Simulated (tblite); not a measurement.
# C4H9AlF2O: the cost of one run

The runs use tblite 0.8.0 and PySCF 2.14.0, with density-fitted response routines of our own; the level of theory stands in each step. All values are computed, except where a source is named. Atoms are numbered from 0 throughout.

**1. The starting structure**

17 atoms, charge 0, multiplicity 1; geometry from: force field or distance geometry start.

Bonds of the start (Å): C0–O1 1.43, O1–Al2 1.83, O1–C3 1.37, C3–C4 1.44, C4–F5 1.39, C4–C6 1.32, C6–F7 1.36, C0–H8 1.11, C0–H9 1.09, C0–H10 1.10, Al2–H11 1.59, Al2–H12 1.60, Al2–H13 1.60, C3–H14 1.11, C3–H15 1.14, C6–H16 1.06.

**2. Relaxing the molecule with GFN2-xTB**

Job settings and geometry (Å):

```
{"job": {"kind": "relax", "xc": "GFN2-xTB", "basis": "xTB"}, "charge": 0, "multiplicity": 1}
C      1.360100    -1.559900     0.409500
O      0.434700    -0.473000     0.442400
Al     1.300700     1.076100    -0.018500
C     -0.670700    -0.732700    -0.326600
C     -1.764100     0.207700    -0.335500
F     -2.843600    -0.085000    -1.167500
C     -1.872200     1.347700     0.326000
F     -2.986400     2.116500     0.173100
H      0.918500    -2.502300     0.786100
H      1.692500    -1.738400    -0.614500
H      2.225700    -1.324500     1.037900
H      1.713900     1.790600     1.345600
H      0.387800     2.016200    -0.937600
H      2.645600     0.826600    -0.849200
H     -0.323700    -0.938100    -1.358200
H     -1.091200    -1.711200     0.070000
H     -1.134600     1.695800     1.007000
```

Run with:

```console
$ OMP_NUM_THREADS=1 python probes_run.py task.json out
```

One launch serves the whole session: the jobs run in the order shown.

Q: Estimate the wall time and peak memory of this first job on 1 thread of Arm Neoverse N1, shared host.

About 1.9 s, with a peak of 0.18 GiB.
